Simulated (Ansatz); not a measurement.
# CrSn2: the cost of one run

Program: Ansatz 0.2.0. Level of theory: DFT, PAW plane waves, r2scan. These are calculated values, not measurements.

## (1) The system as given

The structure is orthorhombic, space group Fddd (No. 70). Conventional cell: a = 5.424 Å, b = 9.428 Å, c = 18.470 Å, α = 90.00°, β = 90.00°, γ = 90.00°. Cr (site symmetry 2) has 2 Cr at 2.72 Å and 8 Sn at 2.79 to 2.83 Å as nearest neighbours. Around Sn (site symmetry 2) lie 4 Cr at 2.82 to 2.83 Å and 3 Sn at 3.07 to 3.13 Å. Sn (site symmetry 2) has 4 Cr at 2.79 Å and 3 Sn at 3.13 to 3.15 Å as nearest neighbours.

As a file:

```cif
data_structure
_symmetry_space_group_name_H-M 'P 1'
_symmetry_Int_Tables_number 1
_cell_length_a 10.3686
_cell_length_b 9.6250
_cell_length_c 5.4385
_cell_angle_alpha 81.923
_cell_angle_beta 66.791
_cell_angle_gamma 31.286
_cell_volume 236.13
loop_
_atom_site_label
_atom_site_type_symbol
_atom_site_fract_x
_atom_site_fract_y
_atom_site_fract_z
_atom_site_occupancy
Cr1 Cr 0.87500 0.87500 0.62500 1
Cr2 Cr 0.62500 0.62500 0.87500 1
Cr3 Cr 0.37500 0.37500 0.62500 1
Cr4 Cr 0.62500 0.62500 0.37500 1
Sn1 Sn 0.16700 0.16700 0.33300 1
Sn2 Sn 0.33300 0.33300 0.16700 1
Sn3 Sn 0.08300 0.08300 0.91700 1
Sn4 Sn 0.91700 0.91700 0.08300 1
Sn5 Sn 0.91700 0.58300 0.91700 1
Sn6 Sn 0.58300 0.91700 0.58300 1
Sn7 Sn 0.33300 0.66700 0.33300 1
Sn8 Sn 0.66700 0.33300 0.66700 1
```

## (2) A run

The input, input.yaml:

```yaml
crystal:
  lattice:
    - [0.0, 4.714, 9.235]
    - [2.712, 0.0, 9.235]
    - [2.712, 4.714, 0.0]
  atoms:
    - { symbol: Cr, position: [0.875, 0.875, 0.625], spin: 3.0 }
    - { symbol: Cr, position: [0.625, 0.625, 0.875], spin: 3.0 }
    - { symbol: Cr, position: [0.375, 0.375, 0.625], spin: 3.0 }
    - { symbol: Cr, position: [0.625, 0.625, 0.375], spin: 3.0 }
    - { symbol: Sn, position: [0.167, 0.167, 0.333] }
    - { symbol: Sn, position: [0.333, 0.333, 0.167] }
    - { symbol: Sn, position: [0.083, 0.083, 0.917] }
    - { symbol: Sn, position: [0.917, 0.917, 0.083] }
    - { symbol: Sn, position: [0.917, 0.583, 0.917] }
    - { symbol: Sn, position: [0.583, 0.917, 0.583] }
    - { symbol: Sn, position: [0.333, 0.667, 0.333] }
    - { symbol: Sn, position: [0.667, 0.333, 0.667] }
  symmetry: { tolerance: 0.0003 }
hamiltonian:
  xc: r2scan
  pseudopotentials: { kind: paw, azcp: { folder: soft_1 } }
basis:
  ecutwfc: 500
magnetization:
  spin_polarized: true
scf:
  occupations: { method: fermi_dirac, width: 0.05 }
kpoints:
  mp_grid: { grid: [5, 5, 5], shift: [0, 0, 0] }
output:
  forces: true
  stress: true
  eigenvalues: true
```

Run with:

```
ansatz run input.yaml --threads 4 --pin off --max-ram 10240MiB --backend cpu --events-out ev --progress --plain --runs-dir out
```

Q: Estimate wall time and peak memory on 4 threads of Intel Xeon Platinum 8488C (Sapphire Rapids), shared host.

About 1.8 min, with a peak of 2.7 GiB.
